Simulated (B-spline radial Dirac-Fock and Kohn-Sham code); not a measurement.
# An X-ray data sheet for Ga³⁺, step by step

What does theory give for Ga³⁺? The session works out its X-ray form factor and Compton profile, the binding energy of each subshell and how cheaper methods do for the levels.

Method: a free atom or ion on a radial basis; each step names its model; computed with B-spline radial Dirac-Fock and Kohn-Sham code, version 2.

### Step 1. The system

Gallium as Ga³⁺, configuration [Ar] 3d9 4p1 (not the ground configuration).

```yaml
nuclear_charge: 31
electrons: 28
mass_number: 69
nuclear_rms_radius: 3.9973 fm
```

Outer shells as boxes (Hund's rule, for the drawing alone; heavy ions are jj-coupled, and the calculation averages over the configuration):

```
[Ar] core
3d [↑↓][↑↓][↑↓][↑↓][↑ ]
4p [↑ ][  ][  ]
```

### Step 2. Scattering by the electron cloud

Model: Dirac-Fock average of configuration, finite nucleus; form factor of the spherical density, Waller-Hartree incoherent function, impulse-approximation Compton profiles.

Settings, as recorded:

```ini
task = scatter
Z = 31
charge = 3
configuration = 1s2 2s2 2p6 3s2 3p6 3d9 4p1
mass_number = 69
rms_radius = 3.9973  # fm
s = [0.0, 0.05, 0.1, 0.15, 0.2, 0.25, 0.3, 0.35, 0.4, 0.45, 0.5, 0.6, 0.7, 0.8, 0.9, 1.0, 1.1, 1.2, 1.4, 1.6, 1.8, 2.0, 2.5, 3.0, 3.5, 4.0, 5.0, 6.0]  # 1/A
pz = [0, 0.1, 0.2, 0.3, 0.4, 0.5, 0.6, 0.8, 1.0, 1.2, 1.4, 1.6, 1.8, 2.0, 2.5, 3.0, 4.0, 5.0, 7.0, 10.0, 15.0, 20.0, 30.0, 40.0, 60.0, 100.0]  # a.u.
photon_energy = [1000, 5000, 20000, 30000, 50000, 100000, 500000, 1000000]  # eV
```

Results of the run (chosen fields of its result record, rounded):

```text
{
  "status": "converged",
  "form_factor [e]": [28.0, 27.703, 26.881, 25.691, 24.293, 22.796, 21.263, 19.73, 18.227, 16.784, 15.424, 13.026, 11.101, 9.6247, 8.5238, 7.711, 7.1046, 6.6369, 5.9292, 5.3455, 4.7958, 4.2647, 3.1008, 2.28, 1.7742, 1.4775, 1.1758, 0.99706],
  "incoherent": [3.5261e-12, 0.38304, 1.3232, 2.4632, 3.6346, 4.825, 6.0303, 7.2216, 8.3718, 9.4675, 10.505, 12.405, 14.078, 15.533, 16.784, 17.851, 18.759, 19.537, 20.803, 21.809, 22.643, 23.347, 24.659, 25.494, 26.033, 26.407, 26.919, 27.27],
  "compton_total [1/a.u.]": [3.9407, 3.9385, 3.9296, 3.9084, 3.8693, 3.8095, 3.7307, 3.5367, 3.3337, 3.1468, 2.9754, 2.8089, 2.6395, 2.4648, 2.0229, 1.6206, 1.0397, 0.71032, 0.39999, 0.20402, 0.07913, 0.036724, 0.010729, 0.003799, 0.00067631, 5.6848e-05],
  "shells": ["1s1/2", "2s1/2", "2p1/2", "2p3/2", "3s1/2", "3p1/2", "3p3/2", "3d3/2", "3d5/2", "4p1/2", "4p3/2"],
  "occupation": [2.0, 2.0, 2.0, 4.0, 2.0, 2.0, 4.0, 3.6, 5.4, 0.33333, 0.66667],
  "mean_momentum [a.u.]": [26.685, 9.0404, 12.174, 11.952, 3.7605, 4.423, 4.3576, 4.6957, 4.6692, 1.2977, 1.2861],
  "r2 [bohr^2]": 16.431,
  "r_inverse [1/bohr]": 149.63,
  "r1 [bohr]": 15.918,
  "coherent [b]": [507.55, 334.22, 74.001, 41.64, 18.228, 5.5405, 0.26009, 0.065832],
  "incoherent_cross_section [b]": [0.31625, 3.3813, 10.414, 11.993, 13.044, 12.741, 8.0316, 5.8967],
  "radial_jk": {
    "3d": {"j0": [1.0, 0.98744, 0.951, 0.89408, 0.82164, 0.73927, 0.65237, 0.5656, 0.48253, 0.40558, 0.33618, 0.22175, 0.13801, 0.079642, 0.04057, 0.015437, 1.1302e-05, -0.0088541, -0.015224, -0.014543, -0.011698, -0.0086713, -0.0034603, -0.0012187, -0.00038371, -9.2847e-05, 2.5951e-05, 2.3624e-05], "j2": [0.0, 0.0050049, 0.019324, 0.041037, 0.067443, 0.095612, 0.12289, 0.1472, 0.16723, 0.18232, 0.19241, 0.19907, 0.19193, 0.17628, 0.15643, 0.13538, 0.115, 0.096293, 0.065432, 0.043165, 0.027891, 0.017737, 0.005387, 0.0014496, 0.00026624, -5.3867e-05, -0.00010406, -5.748e-05], "j4": [0.0, 1.326e-05, 0.00020352, 0.00096266, 0.0027741, 0.0060413, 0.010961, 0.017479, 0.025319, 0.034059, 0.043218, 0.061001, 0.075879, 0.086503, 0.092695, 0.094953, 0.094062, 0.090843, 0.080235, 0.067458, 0.054952, 0.043854, 0.023799, 0.012635, 0.0067619, 0.0036968, 0.0011983, 0.00043245], "r2": 0.68723, "r4": 1.0398, "r6": 2.9058},
    "4p": {"j0": [1.0, 0.89916, 0.64875, 0.3628, 0.13729, 0.0072838, -0.041953, -0.043272, -0.025179, -0.004694, 0.010908, 0.023803, 0.021443, 0.014366, 0.0076805, 0.0029362, 0.00016101, -0.0010984, -0.0010118, 0.0003221, 0.0015714, 0.0023353, 0.0024554, 0.0016024, 0.00083046, 0.00034574, -3.5658e-05, -9.7291e-05], "j2": [0.0, 0.039505, 0.12905, 0.20897, 0.23799, 0.21397, 0.15979, 0.10072, 0.052259, 0.019453, 0.00091171, -0.0087265, -0.0033194, 0.0036677, 0.008188, 0.01, 0.0098958, 0.0087089, 0.0053421, 0.0024654, 0.00068538, -0.00014534, -8.6296e-05, 0.00062013, 0.0010038, 0.0010662, 0.00080528, 0.00050877], "r2": 5.74, "r4": 49.942, "r6": 617.83}
  }
}
```

Form factor and incoherent function, every second point:

```
s (1/Å)  f (e)  f / N   S(s)
      0  28.00  1.000      0
  0.100  26.88  0.960  1.323
  0.200  24.29  0.868  3.635
  0.300  21.26  0.759  6.030
  0.400  18.23  0.651  8.372
  0.500  15.42  0.551  10.50
  0.700  11.10  0.396  14.08
  0.900  8.524  0.304  16.78
   1.10  7.105  0.254  18.76
   1.40  5.929  0.212  20.80
   1.80  4.796  0.171  22.64
   2.50  3.101  0.111  24.66
   3.50  1.774  0.063  26.03
   5.00  1.176  0.042  26.92
```

### Step 3. Hole states by ΔSCF

Model: Dirac-Fock average of configuration, Delta-SCF, finite nucleus, first-order Breit with its frequency dependence, self-energy and vacuum polarisation.

The run's settings:

```ini
task = binding
```

Results of the run (chosen fields of its result record, rounded):

```text
{
  "status": "converged",
  "shells": ["K", "L1", "L2", "L3", "M1", "M2", "M3", "M4,5", "N2,3"],
  "total_energy_parts [Ha]": [-1939.59262, 0.938895908, -0.0867871686, -0.0031851738, 0.627743698, -0.0583588357],
  "koopmans [eV]": [10493.1, 1388.22, 1228.73, 1200.75, 223.636, 170.049, 166.117, 76.4919, 33.9695],
  "dirac_coulomb [eV]": [10446.6, 1366.15, 1204.63, 1177.0, 218.587, 165.165, 161.389, 72.1382, 33.9218],
  "gaunt [eV]": [-14.5914, -1.00923, -1.91124, -1.32888, -0.105485, -0.207611, -0.125102, 0.00972436, -0.0138112],
  "retardation [eV]": [0.916631, 0.0330312, 0.202508, 0.202647, 0.00216712, 0.0236598, 0.0235348, -0.00218801, 0.00232905],
  "breit_frequency [eV]": [0.0377385, -0.00490357, -0.000769542, 0.0167161, -0.000805949, -0.00039674, 0.00216357, -0.000313966, 0.000116865],
  "self_energy [eV]": [-7.22443, -0.762228, 0.0862101, 0.0229335, -0.120098, 0.010349, 0.00164741, 0.00537706, 8.25573e-05],
  "vacuum_polarisation [eV]": [0.68512, 0.0674161, -0.00493519, -0.00540308, 0.0103469, -0.0006109, -0.000685728, -0.000393395, -3.22043e-05],
  "binding [eV]": [10426.4, 1364.48, 1203.0, 1175.91, 218.373, 164.991, 161.29, 72.1504, 33.9104],
  "mean_radius [bohr]": [0.0485771, 0.216718, 0.188201, 0.191641, 0.646086, 0.663997, 0.673373, 0.743537, 2.26222]
}
```

total_energy_parts: Dirac-Coulomb, Gaunt, retardation, frequency dependence, self-energy, vacuum polarisation. 

Each level as Koopmans' value plus corrections (eV):

```
level       -ε  relaxation   Breit    QED  binding
   1s  10493.1      -46.49  -13.64  -6.54  10426.4
   2s   1388.2      -22.07   -0.98  -0.69   1364.5
2p1/2   1228.7      -24.10   -1.71   0.08   1203.0
2p3/2   1200.8      -23.75   -1.11   0.02   1175.9
   3s    223.6       -5.05   -0.10  -0.11    218.4
3p1/2    170.0       -4.88   -0.18   0.01    165.0
3p3/2    166.1       -4.73   -0.10   0.00    161.3
   3d    76.49       -4.35    0.01   0.00    72.15
   4p    33.97       -0.05   -0.01   0.00    33.91
```

X-ray lines as differences of these levels:

```
       line  energy (eV)
 Kβ1 (K-M3)      10265.1
 Kβ3 (K-M2)      10261.4
 Kα1 (K-L3)       9250.5
 Kα2 (K-L2)       9223.4
Lβ3 (L1-M3)       1203.2
Lβ4 (L1-M2)       1199.5
 Lη (L2-M1)        984.6
 Lℓ (L3-M1)        957.5
```

### Step 4. Dirac LDA, for comparison

Model: Dirac-Kohn-Sham LDA (Slater exchange, VWN correlation), finite nucleus, spherical and without spin polarisation.

Settings, as recorded:

```ini
task = binding-ladder
method = lda,vwn
relativity = dirac
```

Results of the run (chosen fields of its result record, rounded):

```text
{
  "status": "converged",
  "shells": ["K", "L1", "L2", "L3", "M1", "M2", "M3", "M4,5", "N2,3"],
  "minus_eigenvalue [eV]": [10253.7, 1305.91, 1162.62, 1135.03, 192.143, 145.652, 141.937, 62.947, 30.6645],
  "delta_scf [eV]": [10445.2, 1337.72, 1201.26, 1172.79, 205.058, 158.379, 154.559, 74.8512, 35.4342],
  "total_energy [Ha]": -1937.97874,
  "dirac_fock_binding [eV]": [10426.4, 1364.48, 1203.0, 1175.91, 218.373, 164.991, 161.29, 72.1504, 33.9104]
}
```

Against the Dirac-Fock value with Breit and QED (eV):

```
level       -ε    miss     ΔSCF   miss  Dirac-Fock
    K  10253.7  -172.7  10445.2  +18.8     10426.4
   L1   1305.9   -58.6   1337.7  -26.8      1364.5
   L2   1162.6   -40.4   1201.3   -1.7      1203.0
   L3   1135.0   -40.9   1172.8   -3.1      1175.9
   M1    192.1   -26.2    205.1  -13.3       218.4
   M2    145.7   -19.3    158.4   -6.6       165.0
   M3    141.9   -19.4    154.6   -6.7       161.3
 M4,5    62.95    -9.2    74.85   +2.7       72.15
 N2,3    30.66    -3.2    35.43   +1.5       33.91
```

### Step 5. Cost and miss of the cheaper method

| method | level | eigenvalue miss (%) | ΔSCF miss (%) | time |
| --- | --- | --- | --- | --- |
| Dirac LDA | K | -1.66 | +0.18 | 4.2 s |
| Dirac-Fock + Breit + QED | all | - | reference | 5.8 s |

Times cover the ground state and all hole states of a step, on one thread of a shared host; states solved in an earlier step are reused, and a first call can include compiling.

### Step 6. Outcome

```
                        quantity                 value
rms radius of the electron cloud            0.766 bohr
           form factor halves at              0.56 1/Å
         Compton profile at zero          3.941 1/a.u.
    deepest level listed, K (1s)            10426.4 eV
          least bound, N2,3 (4p)              33.91 eV
                             Kα1             9250.5 eV
 Dirac LDA, K: eigenvalue / ΔSCF  10253.7 / 10445.2 eV
```

In words: f falls from 28 to half of that at s = 0.56 1/Å. Incoherent scattering outweighs coherent from 100 keV on, among the energies asked. The K (1s) level lies 46.5 eV under Koopmans' value by relaxation alone; Breit gives -13.64 and QED -6.54 eV. Dirac LDA misses the K level by -1.7 % with its eigenvalue and by +0.2 % with ΔSCF, so total-energy differences mend most of the error. The Hartree-Fock and Dirac-Fock values hold no electron correlation.
